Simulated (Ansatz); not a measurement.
**GaAsH (doublet): wave-function methods side by side, cc-pVDZ**

How much of the correlation energy of GaAsH (doublet) does each wave-function method recover here?

The runs use Ansatz 0.2.0, Gaussian basis; cc-pVDZ, core rule «outside noble gas», up to 28 orbitals frozen.

The runs, in order: UHF; CCSD(T) on ROHF; CCSD(T) on UHF; BCCD(T) on ROHF; CISD as a restricted active space (open shells left free, so some higher excitations enter); CCSDT(Q) on ROHF; CCSDT(Q) on UHF; CCSDTQ on ROHF; CCSDTQ on UHF.

14 further runs of the same task are left out: 11 for a known fault of the program, 3 set aside as unsound or not needed. Runs told in other sessions of the task aren't counted.

### 1 The system

The geometry is a PBE0/def2-TZVP stationary point (not a proven minimum) of the parent state, kept for this charge and spin. No spin-orbit coupling is included. The filled d shell of Ga, As may be among the frozen orbitals whatever the setting's name suggests.

3 atoms, charge 0, spin multiplicity 2.

Atoms are counted from 1 here; the program's logs count them from 0.

Bond lengths: Ga1–As2 2.510 Å, Ga1–H3 1.618 Å. Angles: As2–Ga1–H3 115.1°.

### 2 UHF

Input file in.yaml:

```yaml
crystal:
  periodic: [false, false, false]
  atoms:
    - {symbol: Ga, position_ang: [0.000000, -0.505457, 0.594301]}
    - {symbol: As, position_ang: [0.000000, -0.435519, -1.914688]}
    - {symbol: H, position_ang: [0.000000, 0.940976, 1.320387]}
basis:
  gaussian: {orbitals: cc-pVDZ}
magnetization: {spin_polarized: true, initial_magnetization: 1}
hamiltonian: {xc: hf}
output: {orbitals: {seedname: orbitals}}
```

Command:

```
$ ansatz run in.yaml --threads 1 --pin off --events-out ev --progress --plain --max-ram 4096MiB --backend cpu
```

After this run come: CCSD(T) on ROHF; CCSD(T) on UHF; BCCD(T) on ROHF; CISD as a restricted active space (open shells left free, so some higher excitations enter); CCSDT(Q) on ROHF; CCSDT(Q) on UHF; CCSDTQ on ROHF; CCSDTQ on UHF.

Q: Predict the results of all the runs planned. Wanted: UCCSDTQ from the RHF energy; RMP2 from UCCSDTQ; UMP2 from UCCSDTQ; RCCSD from UCCSDTQ; RCCSD(T) from UCCSDTQ; UCCSD(T) from UCCSDTQ; RCCSDT(Q) from UCCSDTQ; UCCSDT(Q) from UCCSDTQ; T1 diagnostic.

The runs gave:

| quantity | value |
| --- | --- |
| UCCSDTQ from the ROHF energy | -5.2747 eV |
| RMP2 from UCCSDTQ | +31.08 kcal/mol |
| UMP2 from UCCSDTQ | +24.86 kcal/mol |
| RCCSD from UCCSDTQ | +7.32 kcal/mol |
| RCCSD(T) from UCCSDTQ | +1.69 kcal/mol |
| UCCSD(T) from UCCSDTQ | +2.03 kcal/mol |
| RCCSDT(Q) from UCCSDTQ | -0.02 kcal/mol |
| UCCSDT(Q) from UCCSDTQ | +0.08 kcal/mol |
| levels within 1 kcal/mol (43 meV) | RCCSDT, UCCSDT, RCCSDT(Q), UCCSDT(Q), RCCSDTQ |
| T1 diagnostic | 0.117 |

RCCSD(T) misses by +1.69 kcal/mol, 1.4 % of the correlation energy. These misses are within one basis, not against nature; the frozen cores of restricted and unrestricted runs differ, which can shift their rows.

With open shells the CI space here admits some higher excitations, so it is larger than plain CISD.
